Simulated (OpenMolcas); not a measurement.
# CH3Cl3Sn (methyltin trichloride) at FNO-MP2/def2-SVPD (RICD fitting, core potential, virtual fraction 0.5), part 1 of 2

What is the energy change on altering one bond length of CH3Cl3Sn (methyltin trichloride) at FNO-MP2/def2-SVPD (RICD fitting, core potential, virtual fraction 0.5)? 

Program for the calculation: OpenMolcas 26.06.

### 1 The structure to begin with

The species is CH3Cl3Sn (8 atoms), meant as a singlet with charge 0. SMILES: `[CH3][Sn]([Cl])([Cl])[Cl]`. Geometry: a GFN2-xTB relaxation, a rough one for these elements and not checked as a minimum.

Bond lengths: C1–Sn2 2.218 Å, Sn2–Cl3 2.326 Å, Sn2–Cl4 2.327 Å, Sn2–Cl5 2.327 Å, C1–H6 1.083 Å, C1–H7 1.083 Å, C1–H8 1.083 Å. Some angles: C1–Sn2–Cl3 112.5°, C1–Sn2–Cl4 112.4°, C1–Sn2–Cl5 112.4°, Cl3–Sn2–Cl4 106.4°, Cl3–Sn2–Cl5 106.4°, Cl4–Sn2–Cl5 106.3°, Sn2–C1–H6 107.5°, Sn2–C1–H7 107.4°, Sn2–C1–H8 107.6°, H6–C1–H7 111.4°.

### 2 A single-point energy at FNO-MP2/def2-SVPD (RICD fitting, core potential, virtual fraction 0.5)

job.input

```
* CH3Cl3Sn FNO-MP2

&GATEWAY
  BasLib=$CurrDir
  Coord
  8
  angstrom
  C       -0.927320      -0.282410       0.895650
  Sn       0.631880       0.191100      -0.609250
  Cl       2.527290      -1.136720      -0.374740
  Cl      -0.119110      -0.114450      -2.790060
  Cl       1.354450       2.398940      -0.471490
  H       -1.211660      -1.317430       0.754370
  H       -0.492730      -0.122760       1.874280
  H       -1.762800       0.383740       0.721240
  Basis=def2-SVPD
  Group=NoSym
  RICD

&SEWARD

&SCF
  PrOrbitals=0

&MBPT2
  FNOMP2=0.5
  DoMP2
  Frozen=20
```

The basis set def2-SVPD is read from a file made from the Basis Set Exchange's data (not shown).

Run with:

```console
$ export MOLCAS_MEM=1860
$ pymolcas job.input > job.log
```

What it wrote:

```text
--- Start Module: gateway ---

                                              &GATEWAY

                       available to each process: 1.9 GB of memory, 1 thread

 Basis Set     1 Label: C.DEF2-SVPD
 Basis set is read from library:.
 basistype.tbl is not found

 Basis Set     2 Label: SN.DEF2-SVPD
 Basis set is read from library:.
 basistype.tbl is not found

 Basis Set     3 Label: CL.DEF2-SVPD
 Basis set is read from library:.
 basistype.tbl is not found

 Basis Set     4 Label: H.DEF2-SVPD
 Basis set is read from library:.
 basistype.tbl is not found

++    Symmetry information:
      ---------------------

                    Character Table for C1

                             E
                    a        1  x, y, xy, Rz, z, xz, Ry, yz, Rx, I
--

++    Basis set information:
      ----------------------

      Basis set label: C.DEF2-SVPD.........

      Electronic valence basis set:
      ------------------
      Associated Effective Charge   6.000000 au
      Associated Actual Charge      6.000000 au
      Nuclear Model: Point charge

      Shell  nPrim  nBasis  Cartesian Spherical Contaminant
         s       8       4        X
         p       4       2        X
         d       2       2                 X

      Basis set label: SN.DEF2-SVPD....ECP.....

      Electronic valence basis set:
      ------------------
      Associated Effective Charge  22.000000 au
      Associated Actual Charge     50.000000 au
      Nuclear Model: Point charge

      Shell  nPrim  nBasis  Cartesian Spherical Contaminant
         s      11       5        X
         p       7       4        X
         d       7       3                 X

      Pseudo Potential specification:
      =======================================

      Number of Core Electrons:  28

      Potential  nTerms
           H       2
         s-H       4
         p-H       6
         d-H       6

      Effective Core Potential specification:
      =======================================

      Basis set label: CL.DEF2-SVPD.........

      Electronic valence basis set:
      ------------------
      Associated Effective Charge  17.000000 au
      Associated Actual Charge     17.000000 au
      Nuclear Model: Point charge

      Shell  nPrim  nBasis  Cartesian Spherical Contaminant
         s      11       5        X
         p       8       4        X
         d       2       2                 X

      Basis set label: H.DEF2-SVPD.........

      Electronic valence basis set:
      ------------------
      Associated Effective Charge   1.000000 au
      Associated Actual Charge      1.000000 au
      Nuclear Model: Point charge

      Shell  nPrim  nBasis  Cartesian Spherical Contaminant
         s       4       2        X
         p       2       2        X
--

++    Molecular structure info:
      -------------------------

                    ************************************************
                    **** Cartesian Coordinates / bohr, angstrom ****
                    ************************************************

     Center  Label                x              y              z                     x              y              z
        1      C1              -1.752381      -0.533678       1.692533             -0.927320      -0.282410       0.895650
        2      SN2              1.194080       0.361127      -1.151316              0.631880       0.191100      -0.609250
        3      CL3              4.775886      -2.148089      -0.708156              2.527290      -1.136720      -0.374740
[... 4 lines of this table left out ...]
        8      H8              -3.331209       0.725164       1.362946             -1.762800       0.383740       0.721240

                    ***************************************
                    *    InterNuclear Distances / bohr    *
                    ***************************************

               1 C1            2 SN2           3 CL3           4 CL4           5 CL5           6 H6
    1 C1       0.000000
    2 SN2      4.191633        0.000000
    3 CL3      7.140581        4.395667        0.000000
    4 CL4      7.137531        4.396723        7.040907        0.000000
    5 CL5      7.137359        4.397682        7.041812        7.036350        0.000000
    6 H6       2.045864        5.186863        7.388634        7.368432        8.843244        0.000000
    7 H7       2.045862        5.185974        7.369139        8.842571        7.385344        3.379544
    8 H8       2.045973        5.189632        8.847036        7.386663        7.367723        3.379828

               7 H7            8 H8
    7 H7       0.000000
    8 H8       3.379981        0.000000

                    *******************************************
                    *    InterNuclear Distances / angstrom    *
                    *******************************************

               1 C1            2 SN2           3 CL3           4 CL4           5 CL5           6 H6
    1 C1       0.000000
    2 SN2      2.218116        0.000000
    3 CL3      3.778633        2.326087        0.000000
    4 CL4      3.777019        2.326645        3.725888        0.000000
    5 CL5      3.776928        2.327153        3.726366        3.723476        0.000000
    6 H6       1.082624        2.744770        3.909897        3.899206        4.679643        0.000000
    7 H7       1.082623        2.744299        3.899580        4.679287        3.908156        1.788378
    8 H8       1.082683        2.746235        4.681650        3.908854        3.898831        1.788528

               7 H7            8 H8
    7 H7       0.000000
    8 H8       1.788609        0.000000

[... 65 lines left out ...]
      Nuclear repulsion energy =  494.70892883
[... 43 lines left out ...]
++ Convergence information
                                   SCF        iterations: Energy and convergence statistics
[... 18 lines left out ...]
       Convergence after  11 Iterations
[... 3 lines left out ...]
 *                                             SCF/KS-DFT Program, Final results                                             *
 *                                                       Final Results                                                       *
[... 1 line left out ...]

::    Total SCF energy                              -1631.1666759034
      One-electron energy                           -3320.1294554269
      Two-electron energy                            1194.2538506954
      Nuclear repulsion energy                        494.7089288281
      Kinetic energy (interpolated)                  1499.8995525520
      Virial theorem                                    1.0875172762
      Total spin, S(S+1)                                0.0000000000
      Total spin, S                                     0.0000000000
      Max non-diagonal density matrix element           0.0000024735
      Max non-diagonal Fock matrix element              0.0000004026

      No orbitals printed

++    Molecular charges:
      ------------------

      Mulliken charges per centre
      ---------------------------

                C1      SN2     CL3     CL4     CL5     H6      H7      H8
      Total    6.2646 19.7835 17.6891 17.6895 17.6895  0.9612  0.9611  0.9615

      N-E     -0.2646  2.2165 -0.6891 -0.6895 -0.6895  0.0388  0.0389  0.0385

      Total electronic charge=   82.000000

      Total            charge=   -0.000000
--

++    Molecular properties:
      ---------------------

      Charge (e):
                      =   -0.0000
      Dipole Moment (debye):
      Origin of the operator (angstrom)=    0.8035    0.2443   -0.7759
                   X= -2.6044E+00               Y= -8.0912E-01               Z=  2.5287E+00           Total=  3.7192E+00
      Quadrupole Moment (debye*angstrom):
      Origin of the operator (angstrom)=    0.8035    0.2443   -0.7759
                  XX= -7.0854E+01              XY=  1.2966E+00              XZ= -4.1288E+00              YY= -7.4743E+01
                  YZ= -1.2604E+00              ZZ= -7.1148E+01
      In traceless form (debye*angstrom)
                  XX=  2.0913E+00              XY=  1.9449E+00              XZ= -6.1932E+00              YY= -3.7421E+00
                  YZ= -1.8907E+00              ZZ=  1.6508E+00
--

--- Stop Module: scf /rc=_RC_ALL_IS_WELL_ ---
--- Module scf spent 7 seconds ---

--- Start Module: mbpt2 ---

                                               &MBPT2

                       available to each process: 1.9 GB of memory, 1 thread

WARNING!
Default frozen orbitals as non valence orbitals is overwritten by user input.
Default values:  16

      Cartesian coordinates in angstrom:
      -----------------------------------------------------
      No.  Label        X            Y            Z
      -----------------------------------------------------
       1   C1        -0.92732000  -0.28241000   0.89565000
       2   SN2        0.63188000   0.19110000  -0.60925000
       3   CL3        2.52729000  -1.13672000  -0.37474000
[... 4 lines of this table left out ...]
       8   H8        -1.76280000   0.38374000   0.72124000
      -----------------------------------------------------
      Nuclear repulsion energy =  494.70892883

      Contents of RUNFILE file:
      -------------------------

      Symmetry species                           1
                                                 a
      Number of basis functions                157
      Frozen occupied orbitals                  20
      Active occupied orbitals                  21
      Active external orbitals                 116
      Deleted external orbitals                  0

      Reference numbers of frozen occupied orbitals according to the original input sequence
      symmetry species 1                        1  2  3  4  5  6  7  8  9 10 11 12 13 14 15 16 17 18 19 20

      Energies of the active occupied orbitals

      symmetry species 1                    -1.423082     -1.423069     -1.415129     -1.412622     -1.412609
                                            -1.104671     -1.077220     -1.076962     -0.971265     -0.664107
                                            -0.615321     -0.615300     -0.528777     -0.528600     -0.515993
                                            -0.481927     -0.481869     -0.467155     -0.467020     -0.463541
                                            -0.438364

      Energies of the active external orbitals

      symmetry species 1                     0.033576      0.075470      0.094438      0.094555      0.100762
                                             0.128981      0.129072      0.134077      0.134221      0.140918
                                             0.161152      0.161154      0.162218      0.174042      0.181168
                                             0.181240      0.206358      0.206464      0.210119      0.237362
[... 18 lines of this table left out ...]
                                             3.373594      3.373757     16.105518     16.107752     16.382829
                                            52.765929

      ********************************************************************************************************
      *                                               Results                                                *
      ********************************************************************************************************

-------------------------------------------------------
 Start FNO-MP2 section
-------------------------------------------------------

 NOs specified:  50% of the total virtual space
 ------------------------------------------------------
    Symm.     Trace     (Full Dmat)     (Partial Dmat)
 ------------------------------------------------------
       1               0.435179E-01      0.426827E-01
 ------------------------------------------------------
   Sum :               0.435179E-01      0.426827E-01
 ------------------------------------------------------

 Secondary orbitals after selection:  58
 Deleted orbitals after selection:    58

 Energies of the active virtual orbitals

 symmetry species 1                          0.079184      0.186441      0.187410      0.228550      0.342094
                                             0.419846      0.425303      0.466037      0.483832      0.496090
                                             0.532816      0.536483      0.543850      0.565092      0.670997
                                             0.684251      0.712100      0.715684      0.754382      0.762018
[... 7 lines of this table left out ...]
                                             2.368878      2.446728      2.460104

-------------------------------------------------------
 End FNO-MP2 section
-------------------------------------------------------

       SCF energy                           =    -1631.1666759034 a.u.
       Second-order correlation energy      =       -0.6671810178 a.u.
       ( Opposite-Spin contribution         =       -0.4850904983 )
       ( Same-Spin contribution             =       -0.1780218208 )
       ( Truncation error estimate          =       -0.0040686987 )

       Total energy                         =    -1631.8338569212 a.u.

       Reference weight ( Cref**2 )         =        0.79259

::    Total MBPT2 energy                            -1631.8338569212

       Zeroth-order energy (E0)             =     -436.9128252080 a.u.

       Shanks-type energy S1(E)             =    -1631.8342298564 a.u.

--- Stop Module: mbpt2 /rc=_RC_ALL_IS_WELL_ ---

.##################.
.# Happy landing! #.
.##################.

    Timing: Wall=11.39 User=10.53 System=0.64
```

Run time: 12 s. Hardware: 1 thread of Intel Xeon Platinum 8488C (Sapphire Rapids), shared host; peak memory 0.12 GiB.

(Continued in part 2 of 2.)
